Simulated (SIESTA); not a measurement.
## InSb3 under changes of volume

One of the cells (27.318 Å³/atom); the others are scaled copies at fixed shape and fractional positions:

```
CELL_PARAMETERS angstrom
0.00000 3.79455 3.79455
3.79455 0.00000 3.79455
3.79455 3.79455 0.00000
ATOMIC_POSITIONS crystal
Sb 0.50000 0.50000 0.50000
Sb 0.75000 0.75000 0.75000
Sb 0.25000 0.25000 0.25000
In 0.00000 0.00000 0.00000
```

The cell comes from a database or a generator and needn't be the stable form of this composition.

```yaml
Program: SIESTA 5.4.2
Functional: LDA
Potentials_or_basis: PseudoDojo 0.4 standard (LDA files)
Basis: DZP (energy shift 0.003 Ry; two zetas on semicore shells)
Grid_cutoff: 500 Ry
Energy_shift: 0.003 Ry
k_mesh: 6 × 6 × 6
Occupations: fermi-dirac, width 0.05 eV
Spin: no spin polarisation
```

```csv
volume (Å³/atom),energy over the lowest point (meV/atom),pressure (GPa)
25.679,0.00,0.5
26.226,0.63,-0.8
26.772,?,?
27.318,13.97,-3.0
27.865,25.77,-3.9
28.411,40.63,-4.8
28.957,58.09,-5.5
```

Task: What does the run at 26.772 Å³/atom give?

Result: Energy over the lowest point 5.43 meV/atom; pressure -1.9 GPa.

Worked out: A Birch-Murnaghan fit of order 3 (a polynomial in V^(-2/3)) to the other rows has its minimum at 25.87 Å³/atom with B0 = V·E''(V) = 62 GPa and B' = 4.3. It gives 5.44 meV/atom at 26.772 Å³/atom, against the run's 5.43, and -dE/dV = -2.0 GPa, against -1.9.

Energies are extrapolated to zero smearing.

Caveats: the basis of atomic orbitals isn't converged, which shifts pressures, moduli and gaps.
